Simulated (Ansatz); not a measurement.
## BrClZn, SMILES [Cl][Zn][Br]: a short molecular-dynamics run, step by step

Program: the Python package of Ansatz (0.2.0).

The script reads `brclzn.xyz`:
```text
3

Cl   -1.75500    0.74590   -0.88790
Zn    0.04910    0.17230    0.04840
Br    1.69500   -0.98310    0.82620
```

Run as a notebook:

**Cell 1**
```python
import ansatz as az
import numpy as np

mol = az.Crystal.molecule_from_extxyz("brclzn.xyz")
```

**Cell 2**
```python
calc = (
    mol.calculation()
    .basis(gaussian="def2-SVP")
    .functional("blyp")
    .md("nvt_nose_hoover", timestep=1.0, steps=30, temperature=300, initial_velocities="maxwell_boltzmann", seed=61, thermostat_time=20)
)
frames = []
out = calc.session().plan().execute(on_event=lambda e: frames.append(e["data"]) if e["event"] == "md_step" else None)
print("t (fs)   E_pot (eV)      E_kin (eV)   T (K)   d(0-1) (A)")
for f in frames[::3]:
    xyz = np.array(f["positions_ang"])
    print(f"{f['time_fs']:6.2f} {f['lagrangian_ev']:14.5f} {f['e_kin_ev']:10.5f} {f['temperature_k']:8.1f} {np.linalg.norm(xyz[0] - xyz[1]):9.4f}")
kept = np.array([f["conserved_ev"] for f in frames])
print(f"conserved energy moves by at most {1000 * np.ptp(kept):.3f} meV")
```
Output:
```text
t (fs)   E_pot (eV)      E_kin (eV)   T (K)   d(0-1) (A)
  0.00  -130974.75576    0.03878    300.0    2.1120
  3.00  -130974.75876    0.04174    322.9    2.0964
  6.00  -130974.76057    0.04337    335.5    2.0807
  9.00  -130974.75995    0.04235    327.7    2.0661
 12.00  -130974.75734    0.03918    303.1    2.0539
 15.00  -130974.75473    0.03599    278.4    2.0453
 18.00  -130974.75476    0.03549    274.6    2.0410
 21.00  -130974.75944    0.03964    306.7    2.0416
 24.00  -130974.76920    0.04854    375.5    2.0472
 27.00  -130974.78251    0.05979    462.5    2.0575
 30.00  -130974.79650    0.06877    532.0    2.0716
conserved energy moves by at most 0.054 meV
```

Caveats:
- These settings explore the input space; basis and method may be short of convergence.
- The trajectory is only some femtoseconds long, so its temperature is not equilibrated; where the script doesn't relax first, it starts from a rough generated geometry.
- The temperature counts the internal degrees of freedom alone.
- Wall time of the script: 83 s on 1 thread of Arm Neoverse V1, with other jobs on the host, peak memory 0.22 GiB.
